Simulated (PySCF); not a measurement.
# C4H12Si3: the cost of one run

The runs use PySCF 2.14.0, with density-fitted response routines of our own; the level of theory stands in each step. All values are computed, except where a source is named. Atoms count from 0, in the outputs and in this text.

## 1. The starting structure

19 atoms, charge 0, multiplicity 1; geometry from: GFN2-xTB.

Bonds of the start (Å): Si0–C1 1.92, C1–Si2 1.92, C1–Si3 1.91, C1–C4 1.46, C4–C5 1.30, C5–C6 1.50, C6–C4 1.50, Si0–H7 1.47, Si0–H8 1.46, Si0–H9 1.46, Si2–H10 1.46, Si2–H11 1.47, Si2–H12 1.46, Si3–H13 1.46, Si3–H14 1.46, Si3–H15 1.46, C5–H16 1.06, C6–H17 1.09, C6–H18 1.09.

## 2. Excited states and response: CAM-B3LYP/def2-SVPD

The job: settings as JSON, then the geometry in Å.

```
{"job": {"kind": "uv", "xc": "CAM-B3LYP", "basis": "def2-SVPD", "nstates": 8, "ntriplets": 3}, "charge": 0, "multiplicity": 1}
Si    -0.052323     1.708510    -1.063131
C     -0.382989     0.137510    -0.019121
Si    -1.121187    -1.239084    -1.128012
Si    -1.510343     0.508210     1.478114
C      0.907345    -0.341664     0.454083
C      1.750241    -0.689306     1.383576
C      2.262708    -0.787343    -0.024197
H      0.569810     2.730088    -0.216628
H      0.852258     1.391892    -2.169753
H     -1.321196     2.213432    -1.589311
H     -0.208792    -1.535961    -2.233303
H     -1.311765    -2.451246    -0.327348
H     -2.410048    -0.794210    -1.659720
H     -1.703320    -0.713445     2.262796
H     -2.805962     0.996090     1.000038
H     -0.885608     1.525279     2.326917
H      2.010744    -0.835350     2.402190
H      2.973909    -0.052335    -0.392544
H      2.376716    -1.761816    -0.492108
```

Level: TDDFT CAM-B3LYP/def2-SVPD, vertical, gas phase, core orbitals frozen in the response.

Run with:

```console
> OMP_NUM_THREADS=1 python probes_run.py task.json out
```

This one command runs all jobs of the session in turn.

**Question.** How long does this job take on 1 thread of Intel Xeon at 2.70GHz, shared host, and how much memory does it need?

About 93 s, with a peak of 1.2 GiB.
